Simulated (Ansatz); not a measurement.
# Cl2H2OSn: how energies converge with the basis set

An exercise on one series of results from a longer session: the logs are not shown, and one member is left open.

Computed with Ansatz 0.2.0, Gaussian basis. Level: one geometry, several basis sets.

The runs, in order: PBE0-D4/def2-SVP; ωB97M-V/def2-SVP; PBE0-D4/def2-QZVPP; ωB97M-V/def2-QZVPP; the functionals' def2-TZVPP values are taken from earlier runs.

1 further run of the same task is left out (it didn't finish).

## The relaxed structure

The geometry comes from an earlier relaxation with PBE0-D4 in a triple-zeta def2 set; it is a stationary point. Sn takes the def2 core potential; no spin-orbit term is included.

SMILES `[OH][SnH]([Cl])[Cl]`, 6 atoms, charge 0, spin multiplicity 1.

Atoms are counted from 1 here; the program's logs count them from 0.

Bond lengths: O1–Sn2 1.938 Å, O1–H5 0.961 Å, Sn2–Cl3 2.310 Å, Sn2–Cl4 2.310 Å, Sn2–H6 1.688 Å. Angles: Sn2–O1–H5 113.7°, O1–Sn2–Cl3 108.3°, O1–Sn2–Cl4 108.3°, O1–Sn2–H6 109.2°, Cl3–Sn2–Cl4 105.9°, Cl3–Sn2–H6 112.4°, Cl4–Sn2–H6 112.5°.

Geometry (Å):

```mol
Cl2H2OSn
  3D, bonds by distance, orders not assigned

  6  5  0  0  0  0  0  0  0  0999 V2000
    0.0936    1.3113   -0.8804 O   0  0
    0.0377   -0.0970    0.4500 Sn  0  0
    1.6666   -1.6512   -0.0679 Cl  0  0
   -1.9808   -1.2031    0.2515 Cl  0  0
   -0.0307    0.9984   -1.7808 H   0  0
    0.2557    0.5775    1.9815 H   0  0
  1  2  8  0
  2  3  8  0
  2  4  8  0
  1  5  8  0
  2  6  8  0
M  END
```

The first run:

Contents of in.yaml:

```yaml
crystal:
  periodic: [false, false, false]
  atoms:
    - {symbol: O, position_ang: [0.093623, 1.311334, -0.880381]}
    - {symbol: Sn, position_ang: [0.037731, -0.096961, 0.449959]}
    - {symbol: Cl, position_ang: [1.666632, -1.651217, -0.067932]}
    - {symbol: Cl, position_ang: [-1.980782, -1.203099, 0.251455]}
    - {symbol: H, position_ang: [-0.030686, 0.998437, -1.780751]}
    - {symbol: H, position_ang: [0.255682, 0.577505, 1.981549]}
basis:
  gaussian: {orbitals: def2-SVP}
hamiltonian: {xc: pbe0, dispersion: d4}
output: {orbitals: {seedname: orbitals}}
```

Launch:

```console
ansatz run in.yaml --threads 2 --pin off --events-out ev --progress --plain --max-ram 32768MiB --backend cpu
```

Steps of the session up to this table: PBE0-D4 in def2-SVP; ωB97M-V in def2-SVP; PBE0-D4 in def2-QZVPP; ωB97M-V in def2-QZVPP.

One table of the session follows, with a row left open; its other results are not shown here.

It belongs to the step «Functionals by basis». 

```
functional       basis  HOMO (eV)  LUMO (eV)
   PBE0-D4    def2-SVP      -9.02      -1.60
   PBE0-D4  def2-TZVPP      -9.24      -1.81
   PBE0-D4  def2-QZVPP      -9.27      -1.88
   ωB97M-V    def2-SVP     -11.27       0.54
   ωB97M-V  def2-TZVPP          ?          ?
   ωB97M-V  def2-QZVPP     -11.58       0.05
```

Q: Estimate the row for ωB97M-V, def2-TZVPP from the others.

**Answer.** HOMO (eV): -11.54; LUMO (eV): 0.20. In the column «HOMO (eV)» it lies between ωB97M-V, def2-QZVPP (-11.58) and ωB97M-V, def2-SVP (-11.27).
